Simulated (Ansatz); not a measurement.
# ZnO: the cost of one run

Computed with Ansatz 0.2.0 (DFT PBE, scalar-relativistic, plane waves, PAW, unless a step's input says otherwise).

### Step 1. Starting point

The structure is hexagonal, space group P6_3mc (No. 186). Conventional cell: a = 3.249 Å, b = 3.249 Å, c = 5.204 Å, α = 90.00°, β = 90.00°, γ = 120.00°. Zn (site symmetry 3m) has 4 O at 1.97 to 1.99 Å as nearest neighbours. Around O (site symmetry 3m) lie 4 Zn at 1.97 to 1.99 Å.

Coordinates:

```
Zn O
1.0
     3.24940    0.00000    0.00000
    -1.62470    2.81406    0.00000
     0.00000    0.00000    5.20380
Zn O
2 2
Direct
  0.33333 0.66667 0.00000
  0.66667 0.33333 0.50000
  0.33333 0.66667 0.38210
  0.66667 0.33333 0.88210
```

No relaxation comes first: the listed cell is the starting point.

### Step 2. The reference cell

Reference values: F = -7773.4659 eV; pressure 4.48 GPa; largest force 0.035 eV/Å; gap on the mesh 0.79 eV. It was computed beforehand with the settings of the runs below.

### Step 3. The scan: a sublattice displacement scan

Every O atom is moved by x along the Cartesian unit vector (0.000, 0.000, 1.000); the cell and all other atoms stay fixed. Forces below are components along that vector, summed over the moved atoms.

### Step 4. At x = -0.100 Å

Contents of input.yaml:

```yaml
crystal:
  lattice:
    - [3.2493987239, 0.0, 0.0]
    - [-1.6246993619, 2.8140618419, 0.0]
    - [0.0, 0.0, 5.2038]
  atoms:
    - { symbol: Zn, position: [0.3333333333, 0.6666666667, 0.0] }
    - { symbol: Zn, position: [0.6666666667, 0.3333333333, 0.5] }
    - { symbol: O, position: [0.3333333333, 0.6666666667, 0.3628832738] }
    - { symbol: O, position: [0.6666666667, 0.3333333333, 0.8628832738] }
basis:
  ecutwfc: 350.0
kpoints:
  mp_grid: { grid: [6, 6, 4] }
hamiltonian:
  xc: pbe
scf:
  occupations: { method: gaussian, width: 0.05 }
output:
  forces: true
  stress: true
  eigenvalues: true
```

The run is started by

```bash
$ ansatz run input.yaml --threads 1 --pin off --max-ram 2560MiB --backend cpu --events-out ev --progress --plain --runs-dir out
```

**Question.** How long does this run take on 1 thread of Arm Neoverse V1, shared host, and how much memory does it need?

About 1.9 s, with a peak of 0.29 GiB.
